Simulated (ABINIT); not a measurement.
The system is NbSi.

```xyz
2
Lattice="3.1564 0.0000 0.0000 0.0000 3.1564 0.0000 0.0000 0.0000 3.1564" Properties=species:S:1:pos:R:3 pbc="T T T"
Nb    0.0000    0.0000    0.0000
Si    1.5782    1.5782    1.5782
```

The cell was built by a generator and needn't be a form met in nature.

- Program: ABINIT 10.8.3 (patched build)
- Task: relaxation of cell and atoms
- Functional: PBE
- Dispersion: D3(BJ)
- Potentials or basis: PseudoDojo NC SR PBE v0.5 stringent
- Cutoff: 1116 eV
- k mesh: 6 × 6 × 6
- Occupations: fermi-dirac, width 0.05 eV
- Spin: no spin polarisation

At the start: pressure -6.1 GPa; volume 15.72 Å³/atom.

Question: How do energy, volume and symmetry change on relaxing?

Answer: Over 4 steps the energy falls by 10.6 meV/atom and the volume is 15.18 Å³/atom (-3.5 %); space group Pm-3m (No. 221, to 0.05 Å).

Step by step:
```csv
step,energy change (eV),largest force (eV/Å),pressure (GPa),volume (Å³)
1,0.0000,0.0000,-6.07,31.45
2,-0.0165,0.0000,-2.97,30.87
3,-0.0212,0.0000,0.13,30.34
4,-0.0212,0.0000,0.00,30.36
```

Final structure:
```cif
data_structure
_symmetry_space_group_name_H-M 'P 1'
_symmetry_Int_Tables_number 1
_cell_length_a 3.1197
_cell_length_b 3.1197
_cell_length_c 3.1197
_cell_angle_alpha 90.000
_cell_angle_beta 90.000
_cell_angle_gamma 90.000
_cell_volume 30.36
loop_
_atom_site_label
_atom_site_type_symbol
_atom_site_fract_x
_atom_site_fract_y
_atom_site_fract_z
_atom_site_occupancy
Nb1 Nb 0.00000 0.00000 0.00000 1
Si1 Si 0.50000 0.50000 0.50000 1
```

Caveat: pairwise dispersion overbinds metals, which lowers pressure and volume.
